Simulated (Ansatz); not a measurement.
## C₂H₄O₂, SMILES COC=O: an atomisation energy, step by step

With the Ansatz DFT code, driven from Python.

Contents of `c2h4o2.xyz`:
```text
8

C     0.04670    0.96640   -0.09160
O     0.05840   -0.08470    0.81230
C    -0.03960   -1.29710    0.20510
O    -0.03950   -1.51070   -0.97960
H    -0.95110    0.99580   -0.66240
H     0.06110    1.95550    0.46970
H     0.86840    0.97950   -0.79640
H     0.08780   -2.06180    0.98720
```

The cells in order, each with its output:

```python
from collections import Counter

import ansatz as az
```

```python
def energy_of(molecule, charge=0, unpaired=0):
    calc = (
        molecule.calculation()
        .basis(gaussian="pcseg-2")
        .functional("pbe0", dispersion="d3bj")
    )
    if charge:
        calc = calc.charge(charge)
    if unpaired:
        calc = calc.spin("collinear", total=unpaired)
    return calc.run().report["free_energy_ev"]

molecule = az.Crystal.molecule_from_extxyz("c2h4o2.xyz")
```

```python
# unpaired electrons of the ground-state atoms
unpaired = {"C": 2, "O": 2, "H": 1}
counts = Counter(site.symbol for site in molecule.cartesian_sites)
atom_energy = {s: energy_of(az.Crystal.molecule().atom(s, (0, 0, 0)), 0, unpaired[s]) for s in counts}
whole = energy_of(molecule, 0, 0)
for s, e in atom_energy.items():
    print(f"{s:2s} x{counts[s]}  {e:14.5f} eV")
print(f"C2H4O2: {whole:.5f} eV")
split = sum(counts[s] * e for s, e in atom_energy.items()) - whole
print(f"atomisation energy (no zero-point term): {23.060548 * split:.1f} kcal/mol, {split / sum(counts.values()):.3f} eV an atom")
```

    C  x2     -1028.71373 eV
    O  x2     -2041.31888 eV
    H  x4       -13.63914 eV
    C2H4O2: -6228.59723 eV
    atomisation energy (no zero-point term): 783.5 kcal/mol, 4.247 eV an atom

783.5 kcal/mol from the electronic energies, without the zero-point term.

Total energies depend on the basis set; only differences at equal settings carry meaning. The geometry is a force-field or estimated start, not a minimum of this method, and the basis set is short of its limit. All parts are taken at fixed geometry, without zero-point energy. Finished in 4.5 s on 1 thread of Arm Neoverse V1, on a shared host, peak memory 0.34 GiB.

(Lines on the test bed's own set-up are left out of the output.)
